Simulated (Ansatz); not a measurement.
What does this script print? It uses Ansatz 0.2.0 through its Python package.

`terms.py`:
```python
'''Dispersion, smearing and cutoff parts of the energy of LiZn3.'''

import ansatz

xtal = (
    ansatz.Lattice.from_parameters(4.258354, 4.258354, 4.258354, alpha=60.0, beta=60.0, gamma=60.0)
    .atom('Li', (0.0, 0.0, 0.0))
    .atom('Zn', (0.25, 0.25, 0.25))
    .atom('Zn', (0.75, 0.75, 0.75))
    .atom('Zn', (0.5, 0.5, 0.5))
)

base = xtal.calculation().kpoints(7, 7, 7).occupations('cold')
with_term = base.functional('pbesol', dispersion='d3bj').basis(420).cutoff_correction(670).run(threads=1, backend='cpu').report
without = base.functional('pbesol').basis(420).run(threads=1, backend='cpu').report
finer = base.functional('pbesol').basis(670).run(threads=1, backend='cpu').report
removed = ansatz.free_energy_without(with_term, ansatz.EnergyTerm.DISPERSION)
print(f'dispersion term            {with_term["components"]["e_disp"]:.5f} eV')
print(f'F less dispersion          {removed:.5f} eV, run without it {without["free_energy_ev"]:.5f} eV')
print(f'F less smearing term       {ansatz.free_energy_without(without, ansatz.EnergyTerm.SMEARING):.5f} eV')
print(f'estimated gain to 670 eV   {with_term["cutoff_correction"]["energy_ev"]:.5f} eV, found {finer["free_energy_ev"] - without["free_energy_ev"]:.5f} eV')
```

`python terms.py` gives:
```text
dispersion term            -1.38683 eV
F less dispersion          -10046.33675 eV, run without it -10046.33675 eV
F less smearing term       -10046.33603 eV
estimated gain to 670 eV   -0.00504 eV, found -0.00493 eV
```

Notes:
- Absolute energies stand on the zero of these potentials, so only differences at equal settings mean something. A total without «per atom» is that of the whole cell that was run.
- Dispersion corrections can be off by several per cent in the lattices of metals, and by several GPa in the pressure at a fixed cell.
- The mesh is modest for a metal, so energies can be off by several to tens of meV an atom and pressures by half a GPa or more; differences at equal mesh fare better.
- This cell is a computed structure, which may not be the phase found in nature.
- The whole script took 6.4 s on 1 thread of Arm Neoverse V1, with other jobs on the host, peak memory 0.41 GiB.
